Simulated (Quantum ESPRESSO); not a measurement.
Crystal: NbTe.

```
Nb Te
1.0
     3.42570    0.00000    0.00000
     0.00000    3.42570    0.00000
     0.00000    0.00000    3.42570
Nb Te
1 1
Direct
  0.50000 0.50000 0.50000
  0.00000 0.00000 0.00000
```

The cell was built by a generator and needn't be a form met in nature.

```yaml
Program: Quantum ESPRESSO 7.5
Task: phonons
Functional: PBE
Potentials_or_basis: GBRV 1.5 PBE
Cutoff: 612 eV
Density_cutoff: 4898 eV
k_mesh: 8 × 8 × 8
Occupations: cold, width 0.2 eV
Spin: no spin polarisation
Mixing_beta: 0.5
Most_SCF_iterations: 120
SCF_threshold: 4e-10 Ry
```

The cell and the atoms were relaxed first, to 20.24 Å³/atom (a = 3.434 Å, b = 3.434 Å, c = 3.434 Å, α = 90.00°, β = 90.00°, γ = 90.00°), and the response was taken there.

**Question.** Where do the zone-centre optical modes lie?

**Answer.** T1u at 135 cm⁻¹ (IR).

Optical modes at Γ, degenerate ones joined:
```
cm⁻¹  components  symmetry  active in
 135           3       T1u         IR
```

Caveat: the mesh is thin for the phonons of a metal.
